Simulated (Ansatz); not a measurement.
# Cl₂H₆N₂Si₂: a ladder of functionals and wavefunction methods

Aim: compute Cl₂H₆N₂Si₂ with functionals from several rungs and with coupled cluster, and see how far each lands from CCSD(T) at the basis-set limit for the atomisation energy.

Method: functionals in def2-TZVPP, the program's frozen cores in correlated methods; program: Ansatz 0.2.0, Gaussian basis.

The runs, in order: PBE-D4, r2SCAN-D4, PBE0-D4, B3LYP-D4, ωB97X-V, ωB97M-V, B2PLYP; CCSD(T)/def2-TZVPP; MP2/def2-QZVPP; extrapolation to the limit.

### Step 1. The geometry

The geometry comes from an earlier relaxation with PBE0-D4 in a triple-zeta def2 set; it is a stationary point, not always the lowest conformer.

SMILES `N[Si@@H](Cl)[Si@@H](N)Cl`, 12 atoms, charge 0, spin multiplicity 1.

Atoms are counted from 1 here; the program's logs count them from 0.

Bond lengths: N1–Si2 1.698 Å, N1–H7 1.008 Å, N1–H8 1.007 Å, Si2–Cl3 2.091 Å, Si2–Si4 2.335 Å, Si2–H9 1.481 Å, Si4–N5 1.698 Å, Si4–Cl6 2.091 Å, Si4–H10 1.481 Å, N5–H11 1.008 Å, N5–H12 1.007 Å. Angles: Si2–N1–H7 119.7°, Si2–N1–H8 122.0°, H7–N1–H8 112.2°, N1–Si2–Cl3 115.3°, N1–Si2–Si4 108.1°, N1–Si2–H9 108.5°, Cl3–Si2–Si4 104.1°, Cl3–Si2–H9 104.5°, Si4–Si2–H9 116.6°, Si2–Si4–N5 108.1°, Si2–Si4–Cl6 104.0°, Si2–Si4–H10 116.6°, N5–Si4–Cl6 115.3°, N5–Si4–H10 108.5°, Cl6–Si4–H10 104.6°, Si4–N5–H11 119.7°, Si4–N5–H12 122.0°, H11–N5–H12 112.2°.

### Step 2. PBE-D4 (GGA)

File in.yaml:

```yaml
crystal:
  periodic: [false, false, false]
  atoms:
    - {symbol: N, position_ang: [-1.836603, -0.552382, -1.299944]}
    - {symbol: Si, position_ang: [-1.097089, -0.445464, 0.225068]}
    - {symbol: Cl, position_ang: [-0.357857, -2.246550, 0.988974]}
    - {symbol: Si, position_ang: [0.797256, 0.904082, 0.021254]}
    - {symbol: N, position_ang: [1.874063, 0.495440, 1.269173]}
    - {symbol: Cl, position_ang: [1.486139, 0.521957, -1.916165]}
    - {symbol: H, position_ang: [-1.265841, -0.620705, -2.128279]}
    - {symbol: H, position_ang: [-2.740822, -0.977506, -1.425760]}
    - {symbol: H, position_ang: [-2.114897, -0.013531, 1.211025]}
    - {symbol: H, position_ang: [0.574021, 2.368168, 0.054885]}
    - {symbol: H, position_ang: [1.979126, -0.469471, 1.541989]}
    - {symbol: H, position_ang: [2.702504, 1.035952, 1.457769]}
basis:
  gaussian: {orbitals: def2-TZVPP}
hamiltonian: {xc: pbe, dispersion: d4}
output: {forces: true, orbitals: {seedname: orbitals}}
```

Launch:

```
> ansatz run in.yaml --threads 2 --pin off --events-out ev --progress --plain --max-ram 32768MiB --backend cuda --devices 0, --max-vram 18GiB
```

Further steps of the session: r2SCAN-D4 (meta-GGA); PBE0-D4 (hybrid); B3LYP-D4 (hybrid); ωB97X-V (range-separated); ωB97M-V (range-separated); B2PLYP (double hybrid); CCSD(T) in def2-TZVPP; MP2 in def2-QZVPP.

Before running them: what should the planned runs give, taken together? Wanted: atomisation energy, CCSD(T)/CBS; farthest; mean size of error, hybrid; mean size of error, range-separated; gap, smallest and largest; T1 diagnostic; triples share of the correlation energy.

**Answer**, as computed:

| quantity | value |
| --- | --- |
| atomisation energy, CCSD(T)/CBS | 4037.7 kJ/mol |
| functionals within 20.2 kJ/mol (0.5 %) | r2SCAN-D4, B3LYP-D4, ωB97M-V |
| farthest | B2PLYP (-73.9 kJ/mol) |
| mean size of error, hybrid | 16.3 kJ/mol |
| mean size of error, range-separated | 23.1 kJ/mol |
| gap, smallest and largest | 5.33 eV (PBE-D4), 11.83 eV (ωB97X-V) |
| T1 diagnostic | 0.0105 |
| triples share of the correlation energy | 4.0 % |

PBE-D4 misses by +41.9 kJ/mol. Double hybrids carry the basis error of their MP2 part in triple zeta, and no dispersion term here, so their miss is partly the set-up's. Misses under about 20.2 kJ/mol are within the doubt on the reference itself, which lacks core-valence correlation, relativity and higher excitations. Hartree-Fock recovers 70 % of the binding; the rest is correlation. Orbital gaps span 5.3 to 11.8 eV; exact exchange widens them.
